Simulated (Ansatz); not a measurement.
# CH₆FNSSi: a ladder of functionals and wavefunction methods

The task here is to estimate one member of a computed series from the others.

Computed with Ansatz 0.2.0, Gaussian basis. Level: functionals in def2-TZVPP, the program's frozen cores in correlated methods.

Levels to be run: PBE-D4, r2SCAN-D4, PBE0-D4, B3LYP-D4, ωB97X-V, ωB97M-V, B2PLYP; CCSD(T)/def2-TZVPP; MP2/def2-QZVPP; extrapolation to the limit.

### The relaxed structure

All runs share one geometry, relaxed beforehand with PBE0-D4 in a triple-zeta def2 set.

SMILES `NC(F)([SiH3])S`, 11 atoms, charge 0, spin multiplicity 1.

Atoms are counted from 1 here; the program's logs count them from 0.

Bond lengths: N1–C2 1.399 Å, N1–H6 1.012 Å, N1–H7 1.013 Å, C2–F3 1.417 Å, C2–Si4 1.910 Å, C2–S5 1.830 Å, Si4–H8 1.480 Å, Si4–H9 1.483 Å, Si4–H10 1.490 Å, S5–H11 1.342 Å. Angles: C2–N1–H6 113.0°, C2–N1–H7 112.8°, H6–N1–H7 111.1°, N1–C2–F3 112.7°, N1–C2–Si4 112.9°, N1–C2–S5 110.7°, F3–C2–Si4 107.2°, F3–C2–S5 102.4°, Si4–C2–S5 110.3°, C2–Si4–H8 108.7°, C2–Si4–H9 108.4°, C2–Si4–H10 108.8°, H8–Si4–H9 111.0°, H8–Si4–H10 110.4°, H9–Si4–H10 109.5°, C2–S5–H11 94.7°.

Coordinates:

```xyz
11

N    -0.2559    0.9379    1.1117
C     0.0487    0.5320   -0.1917
F     1.0578    1.3258   -0.7902
Si    0.6268   -1.2855   -0.2883
S    -1.3787    0.8056   -1.3038
H     0.5106    0.7999    1.7576
H    -0.6036    1.8884    1.1558
H     1.1301   -1.5524   -1.6544
H    -0.5259   -2.1616    0.0328
H     1.7082   -1.4996    0.7138
H    -2.2529    0.1525   -0.5227
```

Set-up of the first run:

in.yaml

```yaml
crystal:
  periodic: [false, false, false]
  atoms:
    - {symbol: N, position_ang: [-0.255857, 0.937854, 1.111668]}
    - {symbol: C, position_ang: [0.048723, 0.531964, -0.191737]}
    - {symbol: F, position_ang: [1.057819, 1.325807, -0.790194]}
    - {symbol: Si, position_ang: [0.626818, -1.285479, -0.288335]}
    - {symbol: S, position_ang: [-1.378658, 0.805594, -1.303789]}
    - {symbol: H, position_ang: [0.510615, 0.799933, 1.757554]}
    - {symbol: H, position_ang: [-0.603608, 1.888439, 1.155777]}
    - {symbol: H, position_ang: [1.130121, -1.552426, -1.654357]}
    - {symbol: H, position_ang: [-0.525899, -2.161629, 0.032754]}
    - {symbol: H, position_ang: [1.708196, -1.499605, 0.713827]}
    - {symbol: H, position_ang: [-2.252868, 0.152549, -0.522666]}
basis:
  gaussian: {orbitals: def2-TZVPP}
hamiltonian: {xc: pbe, dispersion: d4}
output: {forces: true, orbitals: {seedname: orbitals}}
```

Started as:

```console
> ansatz run in.yaml --threads 4 --pin off --events-out ev --progress --plain --max-ram 10444MiB
```

Steps of the session up to this table: PBE-D4 (GGA); r2SCAN-D4 (meta-GGA); PBE0-D4 (hybrid); B3LYP-D4 (hybrid); ωB97X-V (range-separated); ωB97M-V (range-separated); B2PLYP (double hybrid); CCSD(T) in def2-TZVPP; MP2 in def2-QZVPP.

One table of the session follows, with a row left open; its other results are not shown here.

It belongs to the step «Atomisation energies». 

```
            method  atomisation energy (eV)
            PBE-D4                   38.208
         r2SCAN-D4                   37.400
           PBE0-D4                   37.336
          B3LYP-D4                   37.408
           ωB97X-V                   37.715
           ωB97M-V                   37.645
            B2PLYP                   36.837
     HF/def2-TZVPP                   25.620
    MP2/def2-TZVPP                   36.683
   CCSD/def2-TZVPP                   35.547
CCSD(T)/def2-TZVPP                   36.198
           MP2/CBS                        ?
       CCSD(T)/CBS                   37.406
```

Q: Estimate the row for MP2/CBS from the others.

As computed: atomisation energy (eV): 37.891. In the column «atomisation energy (eV)» it lies between ωB97X-V (37.715) and PBE-D4 (38.208).
